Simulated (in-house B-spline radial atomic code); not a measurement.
**Ga: ionisation energy by several methods**

One table from this session's results is given with a row withheld; the runs are named, their logs left out.

Program: in-house B-spline radial atomic code version 1. Level of theory: scalar-relativistic (X2C), several functionals, spin-polarised, exact exchange averaged over the configuration; spherical all-electron atom at the radial basis limit. These are calculated values, not measurements, unless marked.

## The atom as given

- element: gallium (Z = 31)
- charge: 0
- electrons: 31
- configuration: [Ar] 3d10 4s2 4p1
- nucleus: Fermi, rms radius 3.997 fm

Outer shells as boxes (Hund's rule):

[Ar] 3d10 4s2 4p1
```
[Ar] core
3d [↑↓][↑↓][↑↓][↑↓][↑↓]
4s [↑↓]
4p [↑ ][  ][  ]
```

Where spins are not typed, each open shell is filled with up spins first.

Set-up of the first run:

Settings, as recorded:

```ini
Z = 31
electrons = 31.0
configuration = [Ar] 3d10 4s2 4p1
hamiltonian = x2c
method = m062x
spin_polarised = True
nucleus = fermi
rms_radius = 3.9973
mass_number = 69
atomic_mass = 68.925573528
speed_of_light = 137.035999084
exact_exchange = averaged over the configuration
```

Command:

```
$ python run_scf.py task.json out
```

The settings of every run stand in task.json; they run in order.

Among the steps run: M06-2X, a global hybrid; CAM-B3LYP, a range-separated hybrid; BHandHLYP, a global hybrid; B3LYP, a global hybrid; ωB97X, a range-separated hybrid.

One of the session's tables, all rows but one given; the rest of the session is left out.

```
   method  ΔSCF (eV)
   M06-2X      5.807
BHandHLYP      5.854
    B3LYP          ?
CAM-B3LYP      6.007
    ωB97X      5.878
```

Estimate the missing values for B3LYP.

The run gave: ΔSCF (eV): 5.956. In the column «ΔSCF (eV)» it lies between ωB97X (5.878) and CAM-B3LYP (6.007).

Limits of these values: Relativistic terms that these runs lack can be as large as the gaps between close methods, so the nearest may be so by luck. Spin-orbit coupling is left out.
